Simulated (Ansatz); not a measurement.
# C₆H₃In: a ladder of functionals and wavefunction methods

An exercise on one series of results from a longer session: the logs are not shown, and one member is left open.

The runs use Ansatz 0.2.0, Gaussian basis; functionals in def2-TZVPP, the program's frozen cores in correlated methods.

Levels to be run: LDA (SPW92), PBE-D4, revPBE-D4, BLYP-D4, r2SCAN-D4, B97M-V, PBE0-D4, B3LYP-D4, r2SCANh-D4, r2SCAN0-D4, HSE06-D4, BHLYP-D4, CAM-B3LYP-D4, LC-ωPBE, ωB97X-V, ωB97M-V, B2PLYP, PBE-QIDH; CCSD(T)/def2-SVP; CCSD(T)/def2-TZVPP; MP2/def2-QZVPP; extrapolation to the limit; RPA on PBE.

### Structure used throughout

All runs share one geometry, relaxed beforehand with PBE0-D4 in a triple-zeta def2 set. In takes the def2 core potential; no spin-orbit term is included.

SMILES `C#[C][In]([C]#C)[C]#C`, 10 atoms, charge 0, spin multiplicity 1.

Atoms are counted from 1 here; the program's logs count them from 0.

Bond lengths: C1–C2 1.208 Å, C1–H8 1.067 Å, C2–In3 2.072 Å, In3–C4 2.072 Å, In3–C6 2.072 Å, C4–C5 1.208 Å, C5–H9 1.067 Å, C6–C7 1.208 Å, C7–H10 1.067 Å. Angles: C2–C1–H8 180.0°, C1–C2–In3 180.0°, C2–In3–C4 120.0°, C2–In3–C6 120.0°, C4–In3–C6 120.0°, In3–C4–C5 180.0°, C4–C5–H9 180.0°, In3–C6–C7 180.0°, C6–C7–H10 180.0°.

The first run:

Contents of in.yaml:

```yaml
crystal:
  periodic: [false, false, false]
  atoms:
    - {symbol: C, position_ang: [-0.460965, -3.115775, 0.915370]}
    - {symbol: C, position_ang: [-0.291362, -1.968218, 0.577818]}
    - {symbol: In, position_ang: [-0.000118, 0.000313, -0.000514]}
    - {symbol: C, position_ang: [1.557573, 0.485081, -1.278386]}
    - {symbol: C, position_ang: [2.465834, 0.767348, -2.023357]}
    - {symbol: C, position_ang: [-1.266478, 1.483746, 0.699578]}
    - {symbol: C, position_ang: [-2.004814, 2.348309, 1.108214]}
    - {symbol: H, position_ang: [-0.610676, -4.128818, 1.213326]}
    - {symbol: H, position_ang: [3.267639, 1.016502, -2.680991]}
    - {symbol: H, position_ang: [-2.656621, 3.111503, 1.468952]}
basis:
  gaussian: {orbitals: def2-TZVPP}
hamiltonian: {xc: lda}
output: {orbitals: {seedname: orbitals}}
```

Command:

```sh
ansatz run in.yaml --threads 2 --pin off --events-out ev --progress --plain --max-ram 32768MiB --backend cuda --devices 0, --max-vram 18GiB
```

Among the steps run: LDA; PBE-D4 (GGA); revPBE-D4 (GGA); BLYP-D4 (GGA); r2SCAN-D4 (meta-GGA); B97M-V (meta-GGA); B3LYP-D4 (hybrid); r2SCANh-D4 (hybrid); r2SCAN0-D4 (hybrid); HSE06-D4 (hybrid); BHLYP-D4 (hybrid); CAM-B3LYP-D4 (range-separated); LC-ωPBE (range-separated); ωB97X-V (range-separated); ωB97M-V (range-separated); B2PLYP (double hybrid); PBE-QIDH (double hybrid).

One table of the session follows, with a row left open; its other results are not shown here.

| functional | HOMO (eV) | LUMO (eV) | gap (eV) |
| --- | --- | --- | --- |
| LDA (SPW92) | -7.21 | -3.23 | 3.98 |
| PBE-D4 | -6.99 | -2.92 | 4.06 |
| revPBE-D4 | -6.91 | -2.79 | 4.12 |
| BLYP-D4 | -6.80 | -2.84 | 3.96 |
| r2SCAN-D4 | ? | ? | ? |
| B97M-V | -7.15 | -2.82 | 4.33 |
| PBE0-D4 | -8.20 | -2.18 | 6.02 |
| B3LYP-D4 | -7.93 | -2.43 | 5.51 |
| r2SCANh-D4 | -7.67 | -2.46 | 5.21 |
| r2SCAN0-D4 | -8.35 | -2.07 | 6.29 |
| HSE06-D4 | -7.79 | -2.54 | 5.25 |
| BHLYP-D4 | -9.22 | -1.43 | 7.79 |
| CAM-B3LYP-D4 | -9.56 | -1.32 | 8.24 |
| LC-ωPBE | -11.04 | -0.19 | 10.86 |
| ωB97X-V | -10.60 | -0.31 | 10.29 |
| ωB97M-V | -10.48 | -0.50 | 9.98 |

Q: Estimate the row for r2SCAN-D4 from the others.

Worked estimate for «HOMO (eV)». Against the share of exact exchange, r2SCANh-D4 (0.1, -7.67), r2SCAN0-D4 (0.25, -8.35) give a slope of -4.53 per unit share; at 0 the line stands at -7.22.

As computed: HOMO (eV): -7.21; LUMO (eV): -2.72; gap (eV): 4.49. In «HOMO (eV)» the line misses by -0.01.

To keep in mind: All levels share the lack of spin-orbit coupling, which lowers the free heavy atoms and so the true binding.
